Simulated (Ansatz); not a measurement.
# Sn4F: the cost of one run

Computed with Ansatz 0.2.0 (DFT PBE, scalar-relativistic, plane waves, PAW, unless a step's input says otherwise).

1 further run of the same task is left out (set aside as unsound or not needed). Runs told in other sessions of the task aren't counted.

**1. Starting point**

Symmetry: Im-3m, No. 229, cubic system. The conventional cell has a = 6.375 Å, b = 6.375 Å, c = 6.375 Å, α = 90.00°, β = 90.00°, γ = 90.00°. Sn (site symmetry -3m) has 2 F at 2.76 Å in its first shell of neighbours. F (site symmetry m-3m) has 8 Sn at 2.76 Å in its first shell of neighbours.

Coordinates:

```
CELL_PARAMETERS angstrom
-3.18742 3.18742 3.18742
3.18742 -3.18742 3.18742
3.18742 3.18742 -3.18742
ATOMIC_POSITIONS crystal
Sn 0.00000 0.00000 0.50000
Sn 0.50000 0.00000 0.00000
Sn 0.00000 0.50000 0.00000
Sn 0.50000 0.50000 0.50000
F 0.00000 0.00000 0.00000
```

The cell was relaxed beforehand at this level, from a database cell with other species swapped in; it is a trial structure. At a tolerance of 0.05 Å it has space group Im-3m (No. 229); it has 25.91 Å³/atom, an uncorrected energy of -0.30 eV/atom over the elements.

**2. Electronic structure at the relaxed geometry**

File input.yaml:

```yaml
crystal:
  lattice:
    - [-3.1874165879, 3.1874165879, 3.1874165879]
    - [3.1874165879, -3.1874165879, 3.1874165879]
    - [3.1874165879, 3.1874165879, -3.1874165879]
  atoms:
    - { symbol: Sn, position: [0.0, 0.0, 0.5] }
    - { symbol: Sn, position: [0.5, 0.0, 0.0] }
    - { symbol: Sn, position: [0.0, 0.5, 0.0] }
    - { symbol: Sn, position: [0.5, 0.5, 0.5] }
    - { symbol: F, position: [0.0, 0.0, 0.0] }
basis:
  ecutwfc: 420
kpoints:
  mp_grid: { grid: [8, 8, 8] }
  band_path:
    path:
      - [[0.0, 0.0, 0.0], [0.5, -0.5, 0.5], [0.0, 0.0, 0.5], [0.0, 0.0, 0.0], [0.25, 0.25, 0.25], [0.5, -0.5, 0.5]]
      - [[0.25, 0.25, 0.25], [0.0, 0.0, 0.5]]
    npoints: 14
hamiltonian:
  xc: pbe
scf:
  occupations: { method: gaussian, width: 0.1 }
  n_extra_bands: 12
output:
  forces: true
  stress: true
  eigenvalues: true
  populations: true
  dos: { projected: true, de: 0.02, nscf_kmesh: { grid: [10, 10, 10] } }
  bader: true
  write_density: true
  write_potential: true
  elf: true
  volumetric_format: npy
```

Started as:

```bash
ansatz run input.yaml --threads 1 --pin off --max-ram 2560MiB --backend cpu --events-out ev --progress --plain --runs-dir out
```

**Question.** How long does this run take on 1 thread of Intel Xeon at 2.70GHz, shared host, and how much memory does it need?

About 43 s, with a peak of 0.56 GiB.
